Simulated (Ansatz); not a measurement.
# H6NOSi2: the cost of one run

The runs use Ansatz 0.2.0, Gaussian basis; PBE0-D4/def2-TZVP structures, single points in def2-TZVPP, no counterpoise correction.

Levels: SPW92, PBE-D4, BLYP-D4, r2SCAN-D4, B97M-V, PBE0-D4, B3LYP-D4, r2SCAN0-D4, BHLYP-D4, CAM-B3LYP-D4, wB97X-V, wB97M-V, B2PLYP, PBE-QIDH, RPA on PBE, Hartree-Fock, MP2, CCSD, CCSD(T).

Cores are frozen in the correlated methods. Orbitals are unrestricted. B3LYP uses VWN-RPA correlation. B2PLYP carries no dispersion term here.

95 further runs of the same task are left out: 1 that didn't finish, 94 set aside as unsound or not needed.

## (1) The starting structure

The complex: 17 atoms, charge 0, spin multiplicity 2.

Atoms are counted from 1 here; the program's logs count them from 0.

Bond lengths: Si1–N4 1.707 Å, Si1–H6 1.494 Å, Si1–O8 1.666 Å, N2–Si3 1.720 Å, N2–H7 1.012 Å, N2–H9 1.008 Å, Si3–H10 1.486 Å, Si3–H11 1.495 Å, Si3–H12 1.487 Å, N4–Si5 1.736 Å, N4–H13 1.011 Å, Si5–H14 1.490 Å, Si5–H15 1.481 Å, Si5–H16 1.486 Å, O8–H17 0.959 Å. Angles: N4–Si1–H6 106.5°, N4–Si1–O8 109.2°, H6–Si1–O8 110.6°, Si3–N2–H7 117.6°, Si3–N2–H9 118.7°, H7–N2–H9 111.2°, N2–Si3–H10 108.5°, N2–Si3–H11 115.8°, N2–Si3–H12 108.2°, H10–Si3–H11 107.0°, H10–Si3–H12 110.1°, H11–Si3–H12 107.3°, Si1–N4–Si5 128.0°, Si1–N4–H13 116.0°, Si5–N4–H13 115.8°, N4–Si5–H14 110.4°, N4–Si5–H15 107.9°, N4–Si5–H16 111.6° and more.

As a file:

```
atom    x (Å)    y (Å)    z (Å)
 Si1   1.0707   0.7327   2.0298
  N2   0.2955  -1.4435  -0.7440
 Si3   0.1321  -0.7115  -2.2916
  N4  -0.1636   1.4347   1.0826
 Si5  -1.7892   0.8695   0.8549
  H6   0.4314  -0.3652   2.8157
  H7   1.1209  -1.2194  -0.2038
  O8   2.2530   0.1239   1.0257
  H9   0.0436  -2.4133  -0.6377
 H10   0.2679   0.7601  -2.1332
 H11   1.1308  -1.1346  -3.3202
 H12  -1.2158  -1.0456  -2.8220
 H13   0.1040   2.2380   0.5300
 H14  -2.7654   1.8704   1.3706
 H15  -1.9441  -0.3911   1.6165
 H16  -2.0992   0.6604  -0.5831
 H17   3.1275   0.0347   1.4098
```

Its parts: H6NOSi2 radical holds atoms 1, 4, 5, 6, 8, 13, 14, 15, 16, 17; SiNH5 holds atoms 2, 3, 7, 9, 10, 11, 12. Each part counts its atoms afresh in its own runs.

## (2) Relaxing H6NOSi2 radical alone

Contents of relax-a/in.yaml:

```yaml
crystal:
  periodic: [false, false, false]
  atoms:
    - {symbol: Si, position_ang: [1.070667, 0.732685, 2.029782]}
    - {symbol: N, position_ang: [-0.163623, 1.434729, 1.082650]}
    - {symbol: Si, position_ang: [-1.789222, 0.869469, 0.854915]}
    - {symbol: H, position_ang: [0.431413, -0.365217, 2.815684]}
    - {symbol: O, position_ang: [2.252959, 0.123911, 1.025678]}
    - {symbol: H, position_ang: [0.103963, 2.237964, 0.529959]}
    - {symbol: H, position_ang: [-2.765384, 1.870408, 1.370636]}
    - {symbol: H, position_ang: [-1.944120, -0.391080, 1.616518]}
    - {symbol: H, position_ang: [-2.099207, 0.660392, -0.583058]}
    - {symbol: H, position_ang: [3.127450, 0.034700, 1.409784]}
basis:
  gaussian: {orbitals: def2-TZVP}
magnetization: {spin_polarized: true, initial_magnetization: 1}
hamiltonian: {xc: pbe0, dispersion: d4}
relax: {f_tol: 0.005, max_steps: 200}
```

Started as:

```sh
$ ansatz run in.yaml --threads 4 --pin off --events-out ev --progress --plain --max-ram 63488MiB --backend cpu
```

**Question.** How long does this run take on 4 threads of AMD EPYC 7R13, shared host?

About 48 s.
